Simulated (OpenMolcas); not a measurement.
# One shape, several levels: CH5FOSn (SMILES FC[O][SnH3])

Wanted: a comparison of 6 runs (HF/def2-SVP, B2PLYP/def2-SVP, BHLYP/def2-SVP, M06-L/def2-SVP, PBE/def2-SVP, SVWN5/def2-SVP) of CH5FOSn. 

Program for the calculation: OpenMolcas 26.06.

### Step 1. The molecule

CH5FOSn has 9 atoms, charge 0, and is taken as a singlet. SMILES: `FC[O][SnH3]`. The shape is that of a PBE0-D4/def2-TZVP optimisation. This is one conformer, not always the lowest.

Bond lengths: F1–C2 1.398 Å, C2–O3 1.354 Å, O3–Sn4 1.991 Å, C2–H5 1.100 Å, C2–H6 1.095 Å, Sn4–H7 1.705 Å, Sn4–H8 1.700 Å, Sn4–H9 1.699 Å. Some angles: F1–C2–O3 110.7°, C2–O3–Sn4 118.4°, F1–C2–H5 105.2°, F1–C2–H6 106.7°, O3–C2–H5 113.4°, O3–C2–H6 109.7°, O3–Sn4–H7 106.3°, O3–Sn4–H8 101.6°, O3–Sn4–H9 108.3°, H5–C2–H6 110.9°.

### Step 2. Energy and gradient at HF/def2-SVP (core potential) (run 1)

The input, input.xyz:

```xyz
9

F     -0.596800     1.754200     0.031500
C     -1.291500     0.566100     0.277800
O     -0.736000    -0.463400    -0.405000
Sn     1.239300    -0.701500    -0.319700
H     -1.258800     0.434000     1.369300
H     -2.319100     0.724600    -0.066100
H      1.690100    -0.390300     1.294800
H      1.407800    -2.333100    -0.765300
H      1.953500     0.363100    -1.434400
```

The input, calc.input:

```
&gateway
  baslib = $CurrDir
  coord = input.xyz
  basis = def2-SVP
  group = NoSym

&seward

&scf
  thresholds = 1e-10 1e-07 1e-07 1e-05
  prorbitals = 1 2

&alaska
```

The basis set def2-SVP is read from a file made from the Basis Set Exchange's data (not shown).

Run with:

```console
export MOLCAS_MEM=1860
pymolcas calc.input > calc.log
```

Log:

```text
--- Start Module: gateway ---
[...]
--- Stop Module: gateway /rc=_RC_ALL_IS_WELL_ ---
[...]
      Basis functions           93
[...]
--- Start Module: scf ---
[...]
       Convergence after  14 Iterations
[...]
::    Total SCF energy                               -428.2338440068
[...]
      Total spin, S                                     0.0000000000
[...]
      Total electronic charge=   50.000000
      Total            charge=   -0.000000
[...]
      Dipole Moment (debye):
      Origin of the operator (angstrom)=    0.6483   -0.3060   -0.2354
                   X=  1.1821E+00               Y= -1.1666E+00               Z=  9.2440E-01           Total=  1.9008E+00
      Quadrupole Moment (debye*angstrom):
[...]
--- Stop Module: scf /rc=_RC_ALL_IS_WELL_ ---
[...]
--- Start Module: alaska ---
[...]
 *              Molecular gradients               *
 **************************************************
  Irreducible representation: a
 ------------------------------------------------------------------------------------------
                              X                       Y                       Z
 ------------------------------------------------------------------------------------------
  F1                7.12265864502037E-03    1.77167959351863E-02   -2.76698134744580E-03
  C2                3.10252794029964E-04   -5.81756794687993E-03    8.38918706865410E-03
  O3                2.24671880926586E-03   -1.45585750413559E-02   -1.11466302448866E-02
  SN4              -3.65196388337807E-03    2.77903024571557E-03    3.86094438093210E-03
  H5                4.48981228832301E-04   -2.72453912715909E-04    5.04632533797000E-03
  H6               -4.20503344769241E-03   -7.07952691309410E-04   -2.90943551705225E-03
  H7               -1.21568511364467E-04    1.32600344167400E-04    9.52846861546064E-05
  H8               -1.44086210010286E-03    4.39892451694845E-04   -3.16968896889369E-04
[...]
--- Stop Module: alaska /rc=_RC_ALL_IS_WELL_ ---
[...]
```

Run time: 7.8 s. Hardware: 1 thread of Intel Xeon 6975P-C (Granite Rapids), shared host; peak memory 0.51 GiB.

### Step 3. The energy at B2PLYP/def2-SVP (core potential) (run 2)

The input, mol.inp:

```
* CH5FOSn Kohn-Sham DFT
>>> EXPORT MOLCAS_PRINT=2

&GATEWAY
 BasLib=$CurrDir
 Coord
 9
 angstrom
 F       -0.596800       1.754200       0.031500
 C       -1.291500       0.566100       0.277800
 O       -0.736000      -0.463400      -0.405000
 Sn       1.239300      -0.701500      -0.319700
 H       -1.258800       0.434000       1.369300
 H       -2.319100       0.724600      -0.066100
 H        1.690100      -0.390300       1.294800
 H        1.407800      -2.333100      -0.765300
 H        1.953500       0.363100      -1.434400
 Basis=def2-SVP
 Group=NoSym

&SEWARD
 GridInput
 Grid=UltraFine
 End of Grid

&SCF
 KSDFT=B2PLYP_SCF
 Thresholds=1e-10 1e-07 1e-07 1e-05
 PrOrbitals=1 2

&MBPT2
 Frozen=7
```

The basis set def2-SVP is read from a file made from the Basis Set Exchange's data (not shown).

Run with:

```console
export MOLCAS_MEM=1860
pymolcas mol.inp > mol.log
```

Log:

```text
--- Start Module: gateway ---
[...]
--- Stop Module: gateway /rc=_RC_ALL_IS_WELL_ ---
[...]
      Basis functions           93
[...]
--- Start Module: scf ---
[...]
       Convergence after  14 Iterations
[...]
::    Total KS-DFT energy                            -429.6102849779
[...]
      Total spin, S                                     0.0000000000
[...]
      Total electronic charge=   50.000000
      Total            charge=   -0.000000
[...]
      Dipole Moment (debye):
      Origin of the operator (angstrom)=    0.6483   -0.3060   -0.2354
                   X=  1.1343E+00               Y= -1.0763E+00               Z=  8.0825E-01           Total=  1.7602E+00
      Quadrupole Moment (debye*angstrom):
[...]
--- Stop Module: scf /rc=_RC_ALL_IS_WELL_ ---
[...]
--- Start Module: mbpt2 ---
[...]
 ###    WARNING: MP2 implementation intended for RHF references only         ###
 ###############################################################################
MBPT2 WARNING: Reference function according to RunFile:KS-DFT
I'll assume you know what you're doing and continue
WARNING!
Default frozen orbitals as non valence orbitals is overwritten by user input.
Default values:   3
[...]
       Reference weight ( Cref**2 )         =        0.78250
::    Total MBPT2 energy                             -430.3732148293
[...]
      Total MBPT2 calculations                           0.26      0.31
--- Stop Module: mbpt2 /rc=_RC_ALL_IS_WELL_ ---
[...]
```

It took 18 s on 1 thread of Intel Xeon 6975P-C (Granite Rapids), shared host; peak memory 0.51 GiB.

Runs 3 to 4 aren't shown in full; the table further down has their settings and results.

### Step 4. Energy and forces at PBE/def2-SVP (core potential) (run 5)

The input, run.inp:

```
>>> EXPORT MOLCAS_PRINT=2

&GATEWAY
  BasLib = $CurrDir
  Coord
  9
  angstrom
  F       -0.596800       1.754200       0.031500
  C       -1.291500       0.566100       0.277800
  O       -0.736000      -0.463400      -0.405000
  Sn       1.239300      -0.701500      -0.319700
  H       -1.258800       0.434000       1.369300
  H       -2.319100       0.724600      -0.066100
  H        1.690100      -0.390300       1.294800
  H        1.407800      -2.333100      -0.765300
  H        1.953500       0.363100      -1.434400
  Basis = def2-SVP
  Group = NoSym

&SEWARD
  GridInput
  Grid=UltraFine
  End of Grid

&SCF
  KSDFT = PBE
  Thresholds = 1e-10 1e-07 1e-07 1e-05
  PrOrbitals = 0

&ALASKA
```

The basis set def2-SVP is read from a file made from the Basis Set Exchange's data (not shown).

Run with:

```console
export MOLCAS_MEM=1860
pymolcas run.inp > run.log
```

Log:

```text
--- Start Module: gateway ---
[...]
--- Stop Module: gateway /rc=_RC_ALL_IS_WELL_ ---
[...]
      Basis functions           93
[...]
--- Start Module: scf ---
[...]
       Convergence after  17 Iterations
[...]
::    Total KS-DFT energy                            -430.0439798129
[...]
      Total spin, S                                     0.0000000000
[...]
      Total electronic charge=   50.000000
      Total            charge=   -0.000000
[...]
      Dipole Moment (debye):
      Origin of the operator (angstrom)=    0.6483   -0.3060   -0.2354
                   X=  9.9031E-01               Y= -9.0414E-01               Z=  6.3801E-01           Total=  1.4850E+00
      Quadrupole Moment (debye*angstrom):
[...]
--- Stop Module: scf /rc=_RC_ALL_IS_WELL_ ---
[...]
--- Start Module: alaska ---
[...]
 *              Molecular gradients               *
 **************************************************
  Irreducible representation: a
 ------------------------------------------------------------------------------------------
                              X                       Y                       Z
 ------------------------------------------------------------------------------------------
  F1               -4.08485125677105E-03   -7.66231136363160E-03    9.82010203300687E-04
  C2               -7.22290082886801E-03   -3.08365809137423E-03    3.58896576312429E-03
  O3                1.59660036772262E-02    7.51098751902113E-03    6.34717883289504E-03
  SN4              -1.30825242779018E-02    7.95255222388214E-04   -5.06860223169259E-04
  H5                1.47101311309616E-03    1.87582682863152E-03   -1.33532324155361E-02
  H6                1.29584679254036E-02   -3.94744203140784E-04    3.28875599135814E-03
  H7               -2.29605635843666E-03   -1.00112433585275E-03   -6.09929950287746E-03
  H8               -5.71903815031582E-04    5.60706416039913E-03    1.62483006244019E-03
[...]
--- Stop Module: alaska /rc=_RC_ALL_IS_WELL_ ---
[...]
```

It took 28 s on 1 thread of Intel Xeon 6975P-C (Granite Rapids), shared host; peak memory 0.51 GiB.

### Step 5. Energy and gradient at SVWN5/def2-SVP (core potential) (run 6)

The input, run.input:

```
>>> EXPORT MOLCAS_PRINT=2

&GATEWAY
 BasLib = $CurrDir
 BasisSet
 F.def2-SVP....
 F1 -0.596800 1.754200 0.031500 angstrom
 End of Basis
 BasisSet
 C.def2-SVP....
 C2 -1.291500 0.566100 0.277800 angstrom
 End of Basis
 BasisSet
 O.def2-SVP....
 O3 -0.736000 -0.463400 -0.405000 angstrom
 End of Basis
 BasisSet
 Sn.def2-SVP....
 Sn4 1.239300 -0.701500 -0.319700 angstrom
 End of Basis
 BasisSet
 H.def2-SVP....
 H5 -1.258800 0.434000 1.369300 angstrom
 H6 -2.319100 0.724600 -0.066100 angstrom
 H7 1.690100 -0.390300 1.294800 angstrom
 H8 1.407800 -2.333100 -0.765300 angstrom
 H9 1.953500 0.363100 -1.434400 angstrom
 End of Basis

&SEWARD
 GridInput
 Grid=UltraFine
 End of Grid

&SCF
 KSDFT = SVWN5
 Thresholds = 1e-10 1e-07 1e-07 1e-05
 PrOrbitals = 1

&ALASKA
```

The basis set def2-SVP is read from a file made from the Basis Set Exchange's data (not shown).

Run with:

```console
export MOLCAS_MEM=1860
pymolcas run.input > run.log
```

Log:

```text
--- Start Module: gateway ---
[...]
--- Stop Module: gateway /rc=_RC_ALL_IS_WELL_ ---
[...]
      Basis functions           93
[...]
--- Start Module: scf ---
[...]
       Convergence after  17 Iterations
[...]
::    Total KS-DFT energy                            -428.3909225194
[...]
      Total spin, S                                     0.0000000000
[...]
      Total electronic charge=   50.000000
      Total            charge=   -0.000000
[...]
      Dipole Moment (debye):
      Origin of the operator (angstrom)=    0.6483   -0.3060   -0.2354
                   X=  1.0041E+00               Y= -9.1335E-01               Z=  6.6879E-01           Total=  1.5131E+00
      Quadrupole Moment (debye*angstrom):
[...]
--- Stop Module: scf /rc=_RC_ALL_IS_WELL_ ---
[...]
--- Start Module: alaska ---
[...]
 *              Molecular gradients               *
 **************************************************
  Irreducible representation: a
 ------------------------------------------------------------------------------------------
                              X                       Y                       Z
 ------------------------------------------------------------------------------------------
  F1                2.47038958289347E-03    6.86620544939132E-03   -1.15846727418678E-03
  C2               -2.22039996044803E-02   -4.40657108814269E-03    1.34105806214002E-02
  O3                1.15220095012667E-02   -2.58875128108293E-03   -6.05992690378976E-04
  SN4              -4.06311266380044E-03   -1.30551010423119E-03   -7.05956869033741E-04
  H5                6.65821987012816E-04    1.99265206398114E-03   -1.45583646490719E-02
  H6                1.38069819633886E-02   -4.88971718837217E-04    4.11582634573548E-03
  H7               -9.42151251336343E-04   -7.16167542220481E-04   -3.58607296688085E-03
  H8                1.63113209093013E-04    2.78515180503103E-03    8.50760615159984E-04
[...]
--- Stop Module: alaska /rc=_RC_ALL_IS_WELL_ ---
[...]
```

It took 19 s on 1 thread of Intel Xeon 6975P-C (Granite Rapids), shared host; peak memory 0.51 GiB.

### Step 6. The series

```csv
run,level,task,frozen core orbitals,energy (Eh),dipole moment (D),HOMO energy (eV),LUMO energy (eV),wall time
1,HF/def2-SVP (core potential),gradient,–,-428.233844,1.90,-11.83,2.71,7.8 s
2,B2PLYP/def2-SVP (core potential),energy,7,-429.816276,1.76,-9.35,0.89,18 s
3,BHLYP/def2-SVP (core potential),gradient,–,-430.109245,1.77,-9.38,0.60,25 s
4,M06-L/def2-SVP (core potential),gradient,–,-430.413460,1.70,-6.53,-0.42,35 s
5,PBE/def2-SVP (core potential),gradient,–,-430.043980,1.49,-6.22,-1.00,28 s
6,SVWN5/def2-SVP (core potential),gradient,–,-428.390923,1.51,-6.31,-1.24,19 s
```

### Step 7. Results

```
                       quantity          value
            run 6: total energy  -428.39092 Eh
           run 6: dipole moment         1.51 D
             run 6: HOMO energy       -6.31 eV
             run 6: LUMO energy       -1.24 eV
           run 6: HOMO–LUMO gap        5.07 eV
run 6: largest force on an atom     1.353 eV/Å
```

The dipole moment (its size) runs from 1.49 D (PBE/def2-SVP) to 1.90 D (HF/def2-SVP). The HOMO–LUMO gap runs from 5.07 eV (SVWN5/def2-SVP) to 14.55 eV (HF/def2-SVP). Exact exchange widens orbital gaps. For B2PLYP the log adds the whole second-order term; the table takes 0.27 of it, as the functional is defined. Totals of different functionals can't be ranked against each other. All runs together took 2.2 min, the longest 35 s.
